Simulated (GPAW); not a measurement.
# SiAsH4 (SMILES [SiH3][AsH]): UHCTH407/plane waves (scalar-relativistic datasets, plane-wave cutoff 500 eV)

We compute the atomisation energy of SiAsH4. 

The calculation is run with GPAW 26.7.0.

1 further run of the same task is left out (set aside as unsound or not needed).

## (1) The structure to begin with

SiAsH4 has 6 atoms, charge 0, and is taken as a doublet. SMILES: `[SiH3][AsH]`. The shape comes from GFN2-xTB, which is rough for such elements, and wasn't checked as a minimum.

Bond lengths: Si1–As2 2.299 Å, Si1–H3 1.470 Å, Si1–H4 1.466 Å, Si1–H5 1.469 Å, As2–H6 1.511 Å. Angles: Si1–As2–H6 92.3°, As2–Si1–H3 113.2°, As2–Si1–H4 109.3°, As2–Si1–H5 113.1°, H3–Si1–H4 107.2°, H3–Si1–H5 106.4°, H4–Si1–H5 107.3°.

## (2) The atomisation energy at UHCTH407/plane waves (scalar-relativistic datasets, plane-wave cutoff 500 eV)

File ash4si.xyz:

```xyz
6

Si    -0.215110    -0.269120    -0.440030
As     0.839050    -0.145200     1.599290
H     -1.572000     0.295330    -0.424530
H     -0.333630    -1.675110    -0.839610
H      0.512180     0.429820    -1.508380
H      0.769510     1.364280     1.613270
```

File ash4si_atomise.py:

```python
from ase import Atoms
from ase.io import read
from gpaw import GPAW, PW, setup_paths
from gpaw.atom.configurations import parameters
from gpaw.atom.generator import Generator

mol = read('ash4si.xyz')
mol.center(vacuum=3.0)
mol.pbc = True
mol.set_initial_magnetic_moments([1 / len(mol)] * len(mol))

for symbol in ['As', 'H', 'Si']:
    Generator(symbol, xcname='HCTH407', scalarrel=True, nofiles=True, txt=None).run(**parameters[symbol])
setup_paths.insert(0, '.')

calculator = GPAW(mode={'name': 'pw', 'ecut': 500},
                  xc='HCTH407',
                  symmetry='off',
                  maxiter=100,
                  legacy_gpaw=True,
                  occupations={'name': 'fermi-dirac', 'width': 0.0, 'fixmagmom': True},
                  txt='-')
mol.calc = calculator

xcs = ['GGA_X_SOGGA11+GGA_C_SOGGA11', 'GGA_X_OPTX+GGA_C_LYP', 'revTPSS', 'HCTH407']
e = mol.get_potential_energy()
e_mol = {'HCTH407': e}
for xc in xcs:
    e_mol[xc] = e + calculator.get_xc_difference(xc)

e_atom = {}
for symbol in sorted(set(mol.symbols)):
    atom = Atoms(symbol, cell=mol.cell, pbc=mol.pbc)
    atom.center()
    atom.calc = GPAW(mode=PW(500),
                     xc='HCTH407',
                     maxiter=150,
                     symmetry='off',
                     legacy_gpaw=True,
                     hund=True,
                     txt=f'{symbol}_atom.txt')
    e = atom.get_potential_energy()
    e_atom[symbol] = {'HCTH407': e}
    for xc in xcs:
        e_atom[symbol][xc] = e + atom.calc.get_xc_difference(xc)

atomisation = {xc: sum(e_atom[x][xc] for x in mol.symbols) - e_mol[xc] for xc in e_mol}
for xc, de in atomisation.items():
    print(f'{xc:32} {de:9.3f} eV')
```

Started as:

```bash
python ash4si_atomise.py > ash4si_atomise.log
```

What values should one expect? Wanted: energy as printed; dipole moment; HOMO energy; LUMO energy; atomisation energy.

Computed results:

At UHCTH407/plane waves (scalar-relativistic datasets, plane-wave cutoff 500 eV):

```
                                              quantity        value
energy as printed (from the program's reference atoms)  -21.7336 eV
                                         dipole moment       0.27 D
                   HOMO energy (from the vacuum level)     -6.01 eV
                   LUMO energy (from the vacuum level)     -4.60 eV
                    atomisation energy (program's own)     14.76 eV
```
